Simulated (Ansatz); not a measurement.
# FH9N2OSi: the cost of one run

Method: PBE0-D4, def2-SVP first, then def2-TZVP; program: Ansatz 0.2.0, Gaussian basis.

190 further runs of the same task are left out: 190 set aside as unsound or not needed. Runs told in other sessions of the task aren't counted.

### 1 The system as given

The guess: 14 atoms, charge 0, spin multiplicity 1.

Atoms are counted from 1 here; the program's logs count them from 0.

Bond lengths: Si1–N2 1.835 Å, Si1–H3 1.447 Å, Si1–H4 1.451 Å, Si1–N5 1.728 Å, N2–H10 1.011 Å, N2–H11 1.011 Å, N5–H12 1.004 Å, N5–H13 1.004 Å, H6–F7 1.170 Å, H6–O9 1.199 Å, H8–O9 1.181 Å, O9–H14 0.960 Å. Angles: N2–Si1–H3 104.5°, N2–Si1–H4 102.9°, N2–Si1–N5 108.3°, H3–Si1–H4 135.3°, H3–Si1–N5 102.4°, H4–Si1–N5 101.6°, Si1–N2–H10 112.4°, Si1–N2–H11 112.1°, H10–N2–H11 107.6°, Si1–N5–H12 123.3°, Si1–N5–H13 123.1°, H12–N5–H13 111.1°, F7–H6–O9 162.8°, H6–O9–H8 86.8°, H6–O9–H14 104.8°, H8–O9–H14 107.8°.

As a file:

```xyz
14
FH9N2OSi
Si   -0.4563   -0.4832   -0.7460
N     0.1648   -0.1864    0.9549
H     0.6273   -1.1737   -1.4107
H    -1.2422    0.7063   -1.0174
N    -1.6803   -1.7004   -0.6713
H     1.5536    1.5766   -0.3713
F     1.1252    1.2095   -1.3961
H     0.9847    0.8634    0.9859
O     1.6985    1.7861    0.8000
H    -0.5831   -0.0233    1.6159
H     0.7137   -0.9622    1.2998
H    -2.6257   -1.5158   -0.3865
H    -1.4748   -2.6826   -0.6268
H     1.1946    2.5857    0.9696
```

Distances that are to change: Si1–F7 2.41 Å, H6–O9 1.20 Å, N2–H8 1.33 Å, Si1–N2 1.83 Å, H6–F7 1.17 Å, H8–O9 1.18 Å.

### 2 Relaxing the guess with the reacting distances held

hold/in.yaml reads:

```yaml
crystal:
  periodic: [false, false, false]
  atoms:
    - {symbol: Si, position_ang: [-0.456300, -0.483200, -0.746000]}
    - {symbol: N, position_ang: [0.164800, -0.186400, 0.954900]}
    - {symbol: H, position_ang: [0.627300, -1.173700, -1.410700]}
    - {symbol: H, position_ang: [-1.242200, 0.706300, -1.017400]}
    - {symbol: N, position_ang: [-1.680300, -1.700400, -0.671300]}
    - {symbol: H, position_ang: [1.553600, 1.576600, -0.371300]}
    - {symbol: F, position_ang: [1.125200, 1.209500, -1.396100]}
    - {symbol: H, position_ang: [0.984700, 0.863400, 0.985900]}
    - {symbol: O, position_ang: [1.698500, 1.786100, 0.800000]}
    - {symbol: H, position_ang: [-0.583100, -0.023300, 1.615900]}
    - {symbol: H, position_ang: [0.713700, -0.962200, 1.299800]}
    - {symbol: H, position_ang: [-2.625700, -1.515800, -0.386500]}
    - {symbol: H, position_ang: [-1.474800, -2.682600, -0.626800]}
    - {symbol: H, position_ang: [1.194600, 2.585700, 0.969600]}
basis:
  gaussian: {orbitals: def2-SVP}
hamiltonian: {xc: pbe0, dispersion: d4}
relax: {f_tol: 0.04, max_steps: 150, escape_saddle: false, constraints: [{distance: [0, 6]}, {distance: [5, 8]}, {distance: [1, 7]}, {distance: [0, 1]}, {distance: [5, 6]}, {distance: [7, 8]}]}
```

Command:

```console
$ ansatz run in.yaml --threads 8 --pin off --events-out ev --progress --plain --max-ram 19148MiB
```

**Question.** How long does this run take on 8 threads of Arm Neoverse V2, shared host?

About 23 s.
